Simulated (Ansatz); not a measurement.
# C₂H₂AlCl: single points off equilibrium

One table from this session's results is given with a row withheld; the runs are named, their logs left out.

The runs use Ansatz 0.2.0, Gaussian basis; single points in def2-TZVPP.

Cores are frozen in the correlated methods. B3LYP uses VWN-RPA correlation.

**The starting structure**

SMILES `C#[C][AlH][Cl]`, 6 atoms, charge 0, spin multiplicity 1.

Atoms are counted from 1 here; the program's logs count them from 0.

Bond lengths: C1–C2 1.334 Å, C1–H5 1.086 Å, C2–Al3 1.819 Å, Al3–Cl4 2.110 Å, Al3–H6 1.425 Å. Angles: C2–C1–H5 167.5°, C1–C2–Al3 162.1°, C2–Al3–Cl4 108.7°, C2–Al3–H6 126.0°, Cl4–Al3–H6 122.6°.

Geometry (Å):

```xyz
6
C2H2AlCl
C     0.32990    0.94530   -1.61420
C    -0.04410    0.29180   -0.51290
Al   -0.01120   -0.50600    1.12100
Cl   -1.24870   -2.21390    1.06520
H     0.40610    1.45620   -2.57000
H     0.40670    0.09980    2.34110
```

The first run:

The input, run/in.yaml:

```yaml
crystal:
  periodic: [false, false, false]
  atoms:
    - {symbol: C, position_ang: [0.329900, 0.945300, -1.614200]}
    - {symbol: C, position_ang: [-0.044100, 0.291800, -0.512900]}
    - {symbol: Al, position_ang: [-0.011200, -0.506000, 1.121000]}
    - {symbol: Cl, position_ang: [-1.248700, -2.213900, 1.065200]}
    - {symbol: H, position_ang: [0.406100, 1.456200, -2.570000]}
    - {symbol: H, position_ang: [0.406700, 0.099800, 2.341100]}
basis:
  gaussian: {orbitals: def2-TZVPP}
correlation: {method: ccsd_t}
output: {forces: true}
```

On the command line:

```sh
$ ansatz run in.yaml --threads 4 --pin off --events-out ev --progress --plain --max-ram 5222MiB
```

Steps of the session up to this table: CCSD(T)/def2-TZVPP; PBE0-D4/def2-TZVPP; wB97M-V/def2-TZVPP; r2SCAN-D4/def2-TZVPP; PBE-D4/def2-TZVPP; LC-wPBE/def2-TZVPP; B3LYP-D4/def2-TZVPP.

One of the session's tables, all rows but one given; the rest of the session is left out.

| method | RMS force component (eV/Å) | angle to CCSD(T) forces (°) | dipole (D) |
| --- | --- | --- | --- |
| CCSD(T) | 2.805 | reference | 2.24 |
| PBE0-D4 | 3.235 | 3.1 | 2.27 |
| wB97M-V | 3.331 | 4.2 | 2.27 |
| r2SCAN-D4 | ? | ? | ? |
| PBE-D4 | 2.891 | 2.5 | 2.11 |
| LC-wPBE | 3.568 | 4.7 | 2.36 |
| B3LYP-D4 | 3.158 | 3.3 | 2.23 |

Q: Estimate the row for r2SCAN-D4 from the others.

As computed: RMS force component (eV/Å): 3.087; angle to CCSD(T) forces (°): 2.5; dipole (D): 2.25. In the column «RMS force component (eV/Å)» it lies between PBE-D4 (2.891) and B3LYP-D4 (3.158).
